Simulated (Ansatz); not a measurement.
# CH6O3Zr: taking an electron away

The task here is to estimate one member of a computed series from the others.

Method: unrestricted cation, the program's frozen cores in correlated methods; program: Ansatz 0.2.0, Gaussian basis.

Plan: UKS PBE-D4/def2-TZVPP; UKS r2SCAN-D4/def2-TZVPP; UKS PBE0-D4/def2-TZVPP; UKS B3LYP-D4/def2-TZVPP; UKS wB97X-V/def2-TZVPP; UKS wB97M-V/def2-TZVPP; UKS B2PLYP/def2-TZVPP; UHF-CCSD(T)/def2-TZVPP; UHF-MP2/def2-QZVPP; extrapolation to the limit; then −ε(HOMO) from the neutral's earlier runs with LDA (SPW92), PBE-D4, revPBE-D4, BLYP-D4, r2SCAN-D4, B97M-V, PBE0-D4, B3LYP-D4, r2SCANh-D4, r2SCAN0-D4, HSE06-D4, BHLYP-D4, CAM-B3LYP-D4, LC-ωPBE, ωB97X-V, ωB97M-V.

**The geometry**

An earlier PBE0-D4 in a triple-zeta def2 set relaxation fixed the geometry. Zr takes the def2 core potential; no spin-orbit term is included.

SMILES `[CH3][Zr]([OH])([OH])[OH]`, 11 atoms, charge 0, spin multiplicity 1.

Atoms are counted from 1 here; the program's logs count them from 0.

Bond lengths: C1–Zr2 2.233 Å, C1–H6 1.096 Å, C1–H7 1.096 Å, C1–H8 1.096 Å, Zr2–O3 1.925 Å, Zr2–O4 1.925 Å, Zr2–O5 1.925 Å, O3–H9 0.952 Å, O4–H10 0.952 Å, O5–H11 0.952 Å. Angles: Zr2–C1–H6 111.2°, Zr2–C1–H7 111.2°, Zr2–C1–H8 111.2°, H6–C1–H7 107.7°, H6–C1–H8 107.7°, H7–C1–H8 107.7°, C1–Zr2–O3 105.5°, C1–Zr2–O4 105.5°, C1–Zr2–O5 105.5°, O3–Zr2–O4 113.1°, O3–Zr2–O5 113.1°, O4–Zr2–O5 113.1°, Zr2–O3–H9 165.7°, Zr2–O4–H10 165.7°, Zr2–O5–H11 165.7°.

Set-up of the first run:

in.yaml

```yaml
crystal:
  periodic: [false, false, false]
  atoms:
    - {symbol: C, position_ang: [-1.517948, 0.694621, 0.392857]}
    - {symbol: Zr, position_ang: [0.458808, -0.209913, -0.118738]}
    - {symbol: O, position_ang: [1.258543, -0.686816, 1.566075]}
    - {symbol: O, position_ang: [1.428328, 1.165806, -1.053133]}
    - {symbol: O, position_ang: [0.057210, -1.734539, -1.223183]}
    - {symbol: H, position_ang: [-1.395740, 1.579021, 1.028157]}
    - {symbol: H, position_ang: [-2.056854, 1.003984, -0.509691]}
    - {symbol: H, position_ang: [-2.151638, -0.018506, 0.931938]}
    - {symbol: H, position_ang: [1.754484, -1.093390, 2.269338]}
    - {symbol: H, position_ang: [2.095532, 1.737417, -1.419112]}
    - {symbol: H, position_ang: [0.069286, -2.437676, -1.864498]}
basis:
  gaussian: {orbitals: def2-TZVPP}
total_charge: 1
magnetization: {spin_polarized: true, initial_magnetization: 1}
hamiltonian: {xc: pbe, dispersion: d4}
```

The run is started by

```
$ ansatz run in.yaml --threads 2 --pin off --events-out ev --progress --plain --max-ram 22528MiB --backend cpu
```

Among the steps run: Cation, UKS PBE-D4/def2-TZVPP; Cation, UKS r2SCAN-D4/def2-TZVPP; Cation, UKS PBE0-D4/def2-TZVPP; Cation, UKS B3LYP-D4/def2-TZVPP; Cation, UKS wB97X-V/def2-TZVPP; Cation, UKS wB97M-V/def2-TZVPP; Cation, UKS B2PLYP (frozen core)/def2-TZVPP; Cation, UHF-CCSD(T)/def2-TZVPP; Cation, UHF-MP2/def2-QZVPP.

One of the session's tables, all rows but one given; the rest of the session is left out.

Orbital estimates, from the neutral's runs:

```
  functional  −ε(HOMO) (eV)
 LDA (SPW92)           5.90
      PBE-D4           5.76
   revPBE-D4              ?
     BLYP-D4           5.63
   r2SCAN-D4           6.02
      B97M-V           6.10
     PBE0-D4           7.08
    B3LYP-D4           6.85
  r2SCANh-D4           6.52
  r2SCAN0-D4           7.26
    HSE06-D4           6.68
    BHLYP-D4           8.29
CAM-B3LYP-D4           8.46
     LC-ωPBE           9.84
     ωB97X-V           9.49
     ωB97M-V           9.36
```

**Question.** Estimate the row for revPBE-D4.

As computed: −ε(HOMO) (eV): 5.70. In the column «−ε(HOMO) (eV)» it lies between BLYP-D4 (5.63) and PBE-D4 (5.76).
